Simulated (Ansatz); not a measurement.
# SrEuS2: the cost of one run

Method: DFT PBEsol+U (U_eff = 5 eV on Eu f, around-mean-field double counting), plane waves, PAW, no spin–orbit coupling unless a run says so, in Ansatz 0.2.0.

8 further runs of the same task are left out: 8 that didn't finish.

### Step 1. Starting point

It takes space group R-3m (No. 166, trigonal). The conventional cell has a = 4.225 Å, b = 4.225 Å, c = 20.720 Å, α = 90.00°, β = 90.00°, γ = 120.00°. Eu (site symmetry -3m) is surrounded by 6 S at 2.97 Å. Around S (site symmetry 3m) lie 3 Eu at 2.97 Å and 3 Sr at 3.01 Å. Around Sr (site symmetry -3m) lie 6 S at 3.01 Å.

Coordinates:

```
CELL_PARAMETERS angstrom
2.11249 1.21965 6.90679
-2.11249 1.21965 6.90679
0.00000 -2.43930 6.90679
ATOMIC_POSITIONS crystal
Eu 0.00000 0.00000 0.00000
S 0.74805 0.74805 0.74805
S 0.25195 0.25195 0.25195
Sr 0.50000 0.50000 0.50000
```

Magnetic order typed: ferromagnetic.

### Step 2. Random orbitals: single harmonics, first filling

Contents of input.yaml:

```yaml
crystal:
  lattice:
    - [2.11249198, 1.21964781, 6.90678934]
    - [-2.11249198, 1.21964781, 6.90678934]
    - [0.0, -2.43929563, 6.90678934]
  atoms:
    - { symbol: Eu, position: [0.0, 0.0, 0.0], spin: 7.0, spin_axis: [0.0, 0.0, 1.0] }
    - { symbol: S, position: [0.74804566, 0.74804566, 0.74804566] }
    - { symbol: S, position: [0.25195434, 0.25195434, 0.25195434] }
    - { symbol: Sr, position: [0.5, 0.5, 0.5] }
basis:
  ecutwfc: 420
  ecutrho_ratio: 4
kpoints:
  mp_grid: { grid: [5, 5, 5] }
hamiltonian:
  xc: pbesol
  hubbard:
    sites:
      - { site: 0, l: f, u_eff: 5.0, starting_ns: [{ occupation_matrix: s0 }] }
    double_counting: amf
    occupation_matrices:
      s0:
        spinor_matrix:
          - [[0.97, 0.0], [0.0, 0.0], [0.0, 0.0], [0.0, 0.0], [0.0, 0.0], [0.0, 0.0], [0.0, 0.0], [0.0, 0.0], [0.0, 0.0], [0.0, 0.0], [0.0, 0.0], [0.0, 0.0], [0.0, 0.0], [0.0, 0.0]]
          - [[0.0, 0.0], [0.97, 0.0], [0.0, 0.0], [0.0, 0.0], [0.0, 0.0], [0.0, 0.0], [0.0, 0.0], [0.0, 0.0], [0.0, 0.0], [0.0, 0.0], [0.0, 0.0], [0.0, 0.0], [0.0, 0.0], [0.0, 0.0]]
          - [[0.0, 0.0], [0.0, 0.0], [0.97, 0.0], [0.0, 0.0], [0.0, 0.0], [0.0, 0.0], [0.0, 0.0], [0.0, 0.0], [0.0, 0.0], [0.0, 0.0], [0.0, 0.0], [0.0, 0.0], [0.0, 0.0], [0.0, 0.0]]
          - [[0.0, 0.0], [0.0, 0.0], [0.0, 0.0], [0.97, 0.0], [0.0, 0.0], [0.0, 0.0], [0.0, 0.0], [0.0, 0.0], [0.0, 0.0], [0.0, 0.0], [0.0, 0.0], [0.0, 0.0], [0.0, 0.0], [0.0, 0.0]]
          - [[0.0, 0.0], [0.0, 0.0], [0.0, 0.0], [0.0, 0.0], [0.97, 0.0], [0.0, 0.0], [0.0, 0.0], [0.0, 0.0], [0.0, 0.0], [0.0, 0.0], [0.0, 0.0], [0.0, 0.0], [0.0, 0.0], [0.0, 0.0]]
          - [[0.0, 0.0], [0.0, 0.0], [0.0, 0.0], [0.0, 0.0], [0.0, 0.0], [0.97, 0.0], [0.0, 0.0], [0.0, 0.0], [0.0, 0.0], [0.0, 0.0], [0.0, 0.0], [0.0, 0.0], [0.0, 0.0], [0.0, 0.0]]
          - [[0.0, 0.0], [0.0, 0.0], [0.0, 0.0], [0.0, 0.0], [0.0, 0.0], [0.0, 0.0], [0.97, 0.0], [0.0, 0.0], [0.0, 0.0], [0.0, 0.0], [0.0, 0.0], [0.0, 0.0], [0.0, 0.0], [0.0, 0.0]]
          - [[0.0, 0.0], [0.0, 0.0], [0.0, 0.0], [0.0, 0.0], [0.0, 0.0], [0.0, 0.0], [0.0, 0.0], [0.02, 0.0], [0.0, 0.0], [0.0, 0.0], [0.0, 0.0], [0.0, 0.0], [0.0, 0.0], [0.0, 0.0]]
          - [[0.0, 0.0], [0.0, 0.0], [0.0, 0.0], [0.0, 0.0], [0.0, 0.0], [0.0, 0.0], [0.0, 0.0], [0.0, 0.0], [0.02, 0.0], [0.0, 0.0], [0.0, 0.0], [0.0, 0.0], [0.0, 0.0], [0.0, 0.0]]
          - [[0.0, 0.0], [0.0, 0.0], [0.0, 0.0], [0.0, 0.0], [0.0, 0.0], [0.0, 0.0], [0.0, 0.0], [0.0, 0.0], [0.0, 0.0], [0.02, 0.0], [0.0, 0.0], [0.0, 0.0], [0.0, 0.0], [0.0, 0.0]]
          - [[0.0, 0.0], [0.0, 0.0], [0.0, 0.0], [0.0, 0.0], [0.0, 0.0], [0.0, 0.0], [0.0, 0.0], [0.0, 0.0], [0.0, 0.0], [0.0, 0.0], [0.02, 0.0], [0.0, 0.0], [0.0, 0.0], [0.0, 0.0]]
          - [[0.0, 0.0], [0.0, 0.0], [0.0, 0.0], [0.0, 0.0], [0.0, 0.0], [0.0, 0.0], [0.0, 0.0], [0.0, 0.0], [0.0, 0.0], [0.0, 0.0], [0.0, 0.0], [0.02, 0.0], [0.0, 0.0], [0.0, 0.0]]
          - [[0.0, 0.0], [0.0, 0.0], [0.0, 0.0], [0.0, 0.0], [0.0, 0.0], [0.0, 0.0], [0.0, 0.0], [0.0, 0.0], [0.0, 0.0], [0.0, 0.0], [0.0, 0.0], [0.0, 0.0], [0.02, 0.0], [0.0, 0.0]]
          - [[0.0, 0.0], [0.0, 0.0], [0.0, 0.0], [0.0, 0.0], [0.0, 0.0], [0.0, 0.0], [0.0, 0.0], [0.0, 0.0], [0.0, 0.0], [0.0, 0.0], [0.0, 0.0], [0.0, 0.0], [0.0, 0.0], [0.02, 0.0]]
    ns_hold: { iters: 12 }
scf:
  occupations: { method: gaussian, width: 0.05 }
  lower_state_search: "off"
  max_iter: 150
output:
  forces: true
  stress: true
  eigenvalues: true
  populations: true
  hubbard: { sites: [{ site: 0, l: f }] }
  write_density: true
  write_potential: true
  elf: true
  volumetric_format: npy
magnetization:
  noncollinear: true
  spin_orbit: true
```

At this filling each channel is wholly full or empty, so no choice of orbitals remains. The typed matrices put 0.97 on the chosen orbitals and 0.02 on the others, and are held for 12 cycles. This run includes spin–orbit coupling.

Launch:

```bash
$ ansatz run input.yaml --threads 4 --pin off --max-ram 6144MiB --backend cpu --events-out ev --progress --plain --runs-dir out
```

Q: Estimate wall time and peak memory on 4 threads of Intel Xeon Platinum 8488C (Sapphire Rapids), shared host.

About 3.3 min, with a peak of 1.3 GiB.
